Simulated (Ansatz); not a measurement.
# CH3NSn: functionals against CCSD(T) at one geometry

One table from this session's results is given with a row withheld; the runs are named, their logs left out.

Program: Ansatz 0.2.0, Gaussian basis. Level of theory: single points in def2-TZVPP. These are calculated values, not measurements.

Correlated methods freeze the cores. Filled d shells of the heavier atoms are correlated. Core potentials replace the inner electrons past krypton, and spin-orbit coupling is left out.

### Starting geometry

SMILES `N#[C][SnH3]`, 6 atoms, charge 0, spin multiplicity 1.

Atoms are counted from 1 here; the program's logs count them from 0.

Bond lengths: N1–C2 1.169 Å, C2–Sn3 2.066 Å, Sn3–H4 1.624 Å, Sn3–H5 1.730 Å, Sn3–H6 1.682 Å. Angles: N1–C2–Sn3 175.8°, C2–Sn3–H4 105.4°, C2–Sn3–H5 108.9°, C2–Sn3–H6 109.4°, H4–Sn3–H5 108.7°, H4–Sn3–H6 113.7°, H5–Sn3–H6 110.6°.

As a file:

```tsv
atom	x (Å)	y (Å)	z (Å)
N1	2.0571	-0.9944	1.2931
C2	1.1249	-0.5371	0.7565
Sn3	-0.5000	0.1721	-0.3039
H4	-0.1148	1.6953	-0.7158
H5	-0.6770	-0.7641	-1.7482
H6	-1.8824	0.0586	0.6483
```

The first run:

Input file run/in.yaml:

```yaml
crystal:
  periodic: [false, false, false]
  atoms:
    - {symbol: N, position_ang: [2.057100, -0.994400, 1.293100]}
    - {symbol: C, position_ang: [1.124900, -0.537100, 0.756500]}
    - {symbol: Sn, position_ang: [-0.500000, 0.172100, -0.303900]}
    - {symbol: H, position_ang: [-0.114800, 1.695300, -0.715800]}
    - {symbol: H, position_ang: [-0.677000, -0.764100, -1.748200]}
    - {symbol: H, position_ang: [-1.882400, 0.058600, 0.648300]}
basis:
  gaussian: {orbitals: def2-TZVPP}
correlation: {method: ccsd_t}
output: {forces: true}
```

The command line of these runs was not kept.

Steps of the session up to this table: CCSD(T)/def2-TZVPP; PBE0-D4/def2-TZVPP; wB97M-V/def2-TZVPP; r2SCAN-D4/def2-TZVPP; PBE-D4/def2-TZVPP; CAM-B3LYP-D4/def2-TZVPP; BHLYP-D4/def2-TZVPP.

One of the session's tables, all rows but one given; the rest of the session is left out.

```
      method  RMS force component (eV/Å)  angle to CCSD(T) forces (°)  dipole (D)
     CCSD(T)                       0.519                    reference        3.87
     PBE0-D4                       0.903                         32.2        3.96
     wB97M-V                       0.989                         34.3        3.99
   r2SCAN-D4                       0.747                         25.0        3.93
      PBE-D4                       0.564                         14.2        3.85
CAM-B3LYP-D4                           ?                            ?           ?
    BHLYP-D4                       1.409                         43.0        4.08
```

Estimate the missing values for CAM-B3LYP-D4.

As computed: RMS force component (eV/Å): 1.106; angle to CCSD(T) forces (°): 37.8; dipole (D): 4.05. In the column «RMS force component (eV/Å)» it lies between wB97M-V (0.989) and BHLYP-D4 (1.409).
